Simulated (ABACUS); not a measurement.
# AlSn (P-6m2) in ABACUS: a series of runs, part 2 of 2

ABACUS 3.10.1. The steps go on from the part before.

## 3. Relaxation of cell and atoms, PBE, target pressure 5 GPa, at which the enthalpy is minimised

Contents of INPUT:

```
INPUT_PARAMETERS
suffix              AlSn
calculation         cell-relax
basis_type          lcao
pseudo_dir          ./
orbital_dir         ./
symmetry            1
dft_functional      pbe
ecutwfc             100
pseudo_rcut         7
nspin               1
nbands              13
ks_solver           genelpa
smearing_method     fd
smearing_sigma      0.00367493
scf_thr             1e-07
scf_nmax            100
mixing_type         broyden
mixing_beta         0.7
cal_force           1
cal_stress          1
out_mul             1
relax_nmax          60
force_thr_ev        0.02
relax_method        cg
out_stru            1
stress_thr          0.2
press1              50
press2              50
press3              50
```

Contents of STRU:

```
ATOMIC_SPECIES
Sn 118.7100 Sn.upf
Al 26.9815 Al.upf

NUMERICAL_ORBITAL
Sn_confined-atom_8au_2s2p2d.orb
Al_confined-atom_8au_2s2p1d.orb

LATTICE_CONSTANT
1.8897261246

LATTICE_VECTORS
4.1981056157 0.0000000000 0.0000000000
-2.0990528078 3.6356661109 0.0000000000
0.0000000000 0.0000000000 3.3068470000

ATOMIC_POSITIONS
Direct

Sn
0.0
1
0.3333333333 0.6666666667 0.5000000000 1 1 1

Al
0.0
1
0.0000000000 0.0000000000 0.0000000000 1 1 1
```

Contents of KPT:

```
K_POINTS
0
Gamma
5 5 6 0 0 0
```

Potentials or basis: PseudoDojo NC SR 0.4.1 PBE standard, DZP LCAO (the cutoffs set its grid).

Command:

```console
$ OMP_NUM_THREADS=1 mpirun -np 4 abacus > log
```

Wall time 17 s (4 MPI ranks of Intel Xeon 6975P-C (Granite Rapids), shared host); peak memory 0.4 GiB.

It converged, with:

| Item | Value |
| --- | --- |
| Free energy | -2206.8623 eV |
| Relaxed volume | 23.41 Å³/atom |
| Relaxed cell | a = 4.077 Å, b = 4.077 Å, c = 3.252 Å, α = 90.00°, β = 90.00°, γ = 120.00° |
| Space group after relaxing (to 0.05 Å) | P-6m2 (No. 187) |
| Energy change on relaxing (the enthalpy is what falls) | +29.8 meV/atom |
| Ionic steps | 8 |
| Pressure after relaxing | 5.0 GPa |
| Mulliken charges | Sn +0.12; Al -0.12 e |

Step by step:
| step | energy change (eV) | largest force (eV/Å) | pressure (GPa) | volume (Å³) |
| --- | --- | --- | --- | --- |
| 1 | 0.0000 | 0.0000 | 0.52 | 50.47 |
| 2 | 0.1229 | 0.0000 | 7.79 | 45.31 |
| 3 | 0.0523 | 0.0000 | 4.75 | 47.13 |
| 4 | 0.0530 | 0.0000 | 4.76 | 47.08 |
| 5 | 0.0561 | 0.0000 | 4.78 | 46.94 |
| 6 | 0.0666 | 0.0000 | 5.35 | 46.61 |
| 7 | 0.0603 | 0.0000 | 5.02 | 46.80 |
| 8 | 0.0597 | 0.0000 | 4.99 | 46.82 |

Final structure:
```
CELL_PARAMETERS angstrom
4.07742 0.00000 0.00000
-2.03871 3.53115 0.00000
0.00000 0.00000 3.25201
ATOMIC_POSITIONS crystal
Sn 0.33333 0.66667 0.50000
Al 0.00000 0.00000 0.00000
```

Caveat: the atomic orbitals were generated for these runs and aren't a published set; Mulliken charges move with the basis; the basis of atomic orbitals isn't converged, which shifts pressures, moduli and gaps.

## 4. Relaxation of cell and atoms, PBE, target pressure 10 GPa, at which the enthalpy is minimised

INPUT, as its differences from that of step 3:

```diff
@@ -27,4 +27,4 @@
 stress_thr          0.2
-press1              50
-press2              50
-press3              50
+press1              100
+press2              100
+press3              100
```

STRU is that of step 3.

KPT is that of step 3.

Command:

```console
$ OMP_NUM_THREADS=1 mpirun -np 4 abacus > log
```

Run time: 29 s. Hardware: 4 MPI ranks of Intel Xeon 6975P-C (Granite Rapids), shared host; peak memory 0.44 GiB.

It converged, with:

- Free energy: -2206.7323 eV
- Relaxed volume: 22.00 Å³/atom
- Relaxed cell: a = 3.983 Å, b = 3.983 Å, c = 3.203 Å, α = 90.00°, β = 90.00°, γ = 120.00°
- Space group after relaxing (to 0.05 Å): P-6m2 (No. 187)
- Energy change on relaxing (the enthalpy is what falls): +94.8 meV/atom
- Ionic steps: 13
- Pressure after relaxing: 10.0 GPa
- Mulliken charges: Sn +0.13; Al -0.13 e

The path:
```csv
step,energy change (eV),largest force (eV/Å),pressure (GPa),volume (Å³)
1,0.0000,0.0000,0.52,50.47
2,0.5818,0.0000,21.10,39.99
3,0.1468,0.0000,8.66,44.84
4,0.1808,0.0000,9.84,44.25
5,0.1810,0.0000,9.83,44.17
6,0.2047,0.0000,9.87,43.90
7,0.2014,0.0000,10.05,43.87
8,0.2021,0.0000,10.44,43.80
9,0.1923,0.0000,10.10,43.95
10,0.1923,0.0000,10.10,43.95
11,0.1918,0.0000,10.08,43.96
12,0.1904,0.0000,10.03,43.98
13,0.1897,0.0000,10.01,43.99
```

Final structure:
```cif
data_structure
_symmetry_space_group_name_H-M 'P 1'
_symmetry_Int_Tables_number 1
_cell_length_a 3.9825
_cell_length_b 3.9825
_cell_length_c 3.2029
_cell_angle_alpha 90.000
_cell_angle_beta 90.000
_cell_angle_gamma 120.000
_cell_volume 43.99
loop_
_atom_site_label
_atom_site_type_symbol
_atom_site_fract_x
_atom_site_fract_y
_atom_site_fract_z
_atom_site_occupancy
Sn1 Sn 0.33333 0.66667 0.50000 1
Al1 Al 0.00000 0.00000 0.00000 1
```

Caveat: the atomic orbitals were generated for these runs and aren't a published set; Mulliken charges move with the basis; the basis of atomic orbitals isn't converged, which shifts pressures, moduli and gaps.

## 5. Relaxation of cell and atoms, PBE, target pressure 20 GPa, at which the enthalpy is minimised

INPUT, as its differences from that of step 4:

```diff
@@ -27,4 +27,4 @@
 stress_thr          0.2
-press1              100
-press2              100
-press3              100
+press1              200
+press2              200
+press3              200
```

STRU is that of step 4.

KPT is that of step 4.

Command:

```console
$ OMP_NUM_THREADS=1 mpirun -np 4 abacus > log
```

Wall time 40 s (4 MPI ranks of Intel Xeon 6975P-C (Granite Rapids), shared host); peak memory 0.4 GiB.

The run converged. Its results:

```yaml
Free_energy: -2206.3778 eV
Relaxed_volume: 20.06 Å³/atom
Relaxed_cell: a = 3.847 Å, b = 3.847 Å, c = 3.130 Å, α = 90.00°, β = 90.00°, γ = 120.00°
Space_group_after_relaxing_to_0.05_Å: P-6m2 (No. 187)
Energy_change_on_relaxing_the_enthalpy_is_what_falls: +272.1 meV/atom
Ionic_steps: 16
Pressure_after_relaxing: 20.0 GPa
Mulliken_charges: Sn +0.14; Al -0.14 e
```

The path:
```tsv
step	energy change (eV)	largest force (eV/Å)	pressure (GPa)	volume (Å³)
1	0.0000	0.0000	0.52	50.47
2	3.1852	0.0000	78.96	30.62
3	0.2901	0.0000	13.27	42.72
4	0.4678	0.0000	18.19	40.91
5	1.4167	0.0000	40.58	35.52
6	0.0317	0.0000	2.75	48.25
7	0.0889	0.0000	6.06	46.04
8	0.0889	0.0000	6.06	46.04
9	0.0889	0.0000	6.06	46.04
10	1.6644	0.0000	46.22	34.52
11	0.4411	0.0000	17.46	41.02
12	0.5204	0.0000	19.56	40.33
13	0.5329	0.0000	19.68	40.21
14	0.5314	0.0000	19.66	40.22
15	0.5571	0.0000	20.34	40.01
16	0.5441	0.0000	20.00	40.12
```

Final structure:
```
CELL_PARAMETERS angstrom
3.84703 0.00000 0.00000
-1.92351 3.33162 0.00000
0.00000 0.00000 3.13001
ATOMIC_POSITIONS crystal
Sn 0.33333 0.66667 0.50000
Al 0.00000 0.00000 0.00000
```

Caveat: the atomic orbitals were generated for these runs and aren't a published set; the volume moved by over 15 % at a fixed basis, so the end points are rough; Mulliken charges move with the basis; the basis of atomic orbitals isn't converged, which shifts pressures, moduli and gaps.

## 6. Relaxation of cell and atoms, PBE, target pressure 30 GPa, at which the enthalpy is minimised

INPUT, as its differences from that of step 5:

```diff
@@ -27,4 +27,4 @@
 stress_thr          0.2
-press1              200
-press2              200
-press3              200
+press1              300
+press2              300
+press3              300
```

STRU is that of step 5.

KPT is that of step 5.

Potentials or basis: PseudoDojo NC SR 0.4.1 PBE standard, DZP LCAO (the cutoffs set its grid).

Command:

```console
$ OMP_NUM_THREADS=1 mpirun -np 4 abacus > log
```

Wall time 95 s (4 MPI ranks of Intel Xeon 6975P-C (Granite Rapids), shared host); peak memory 0.44 GiB.

Results (log left out):

* Free energy: -2205.9666 eV
* Relaxed volume: 18.73 Å³/atom
* Relaxed cell: a = 3.748 Å, b = 3.748 Å, c = 3.079 Å, α = 90.00°, β = 90.00°, γ = 120.00°
* Space group after relaxing (to 0.05 Å): P-6m2 (No. 187)
* Energy change on relaxing (the enthalpy is what falls): +477.6 meV/atom
* Ionic steps: 36
* Pressure after relaxing: 30.0 GPa
* Mulliken charges: Sn +0.15; Al -0.15 e

The path:
```
step  energy change (eV)  largest force (eV/Å)  pressure (GPa)  volume (Å³)
   1              0.0000                0.0000            0.52        50.47
   2             10.0238                0.0000          232.20        22.85
   3              0.1199                0.0000            7.67        45.35
   4              0.5100                0.0000           19.29        40.54
   5              3.0694                0.0000           76.48        30.85
   6              0.0729                0.0000           -2.91        54.35
   7              0.0480                0.0000            3.07        47.93
   8              0.0480                0.0000            3.07        47.93
   9              0.0480                0.0000            3.07        47.93
  10              5.8203                0.0000          136.36        26.56
  11              0.5163                0.0000           19.28        40.34
  12              0.8062                0.0000           26.62        38.31
  13              2.4924                0.0000           64.26        32.08
  14              0.0676                0.0000            3.14        47.86
  15              0.1672                0.0000            8.08        44.75
  16              0.1672                0.0000            8.08        44.75
  17              0.1672                0.0000            8.08        44.75
  18              3.3482                0.0000           82.63        30.18
  19              0.7359                0.0000           24.61        38.75
  20              0.9142                0.0000           29.03        37.68
  21              0.9177                0.0000           29.10        37.66
  22              0.9284                0.0000           29.33        37.60
  23              0.9291                0.0000           29.35        37.60
  24              0.9311                0.0000           29.40        37.58
  25              0.9320                0.0000           29.42        37.58
  26              0.9346                0.0000           29.49        37.57
  27              0.9358                0.0000           29.52        37.56
  28              0.9393                0.0000           29.60        37.54
  29              0.9406                0.0000           29.63        37.53
  30              0.9447                0.0000           29.73        37.51
  31              0.9460                0.0000           29.77        37.50
  32              0.9500                0.0000           29.86        37.48
  33              0.9509                0.0000           29.89        37.48
  34              0.9537                0.0000           29.96        37.46
  35              0.9541                0.0000           29.97        37.46
  36              0.9553                0.0000           30.00        37.45
```

Final structure:
```yaml
crystal:
  lattice:
    - [3.74781, 0.00000, 0.00000]
    - [-1.87390, 3.24570, 0.00000]
    - [0.00000, 0.00000, 3.07903]
  atoms:
    - { symbol: Sn, position: [0.33333, 0.66667, 0.50000] }
    - { symbol: Al, position: [0.00000, 0.00000, 0.00000] }
```

Caveat: the atomic orbitals were generated for these runs and aren't a published set; the volume moved by over 15 % at a fixed basis, so the end points are rough; Mulliken charges move with the basis; the basis of atomic orbitals isn't converged, which shifts pressures, moduli and gaps.

## 7. The runs side by side

| cell | pressure (GPa) |
| --- | --- |
| relaxed to 20 GPa | 20.0 |
| relaxed to 5 GPa | 5.0 |
| relaxed to 10 GPa | 10.0 |
| relaxed to 30 GPa | 30.0 |

Alike in all rows: task relaxation of cell and atoms; level PBE; potentials or basis PseudoDojo NC SR 0.4.1 PBE standard, DZP LCAO (the cutoffs set its grid); no spin polarisation; k mesh 5 × 5 × 6; cutoff (eV) 1361; smearing fermi-dirac 0.05 eV.

Caveats: the atomic orbitals were generated for these runs and aren't a published set; the basis of atomic orbitals isn't converged, which shifts pressures, moduli and gaps; the volume moved by over 15 % at a fixed basis, so the end points are rough (some runs).

Absolute energies hang on the potentials; compare differences alone.
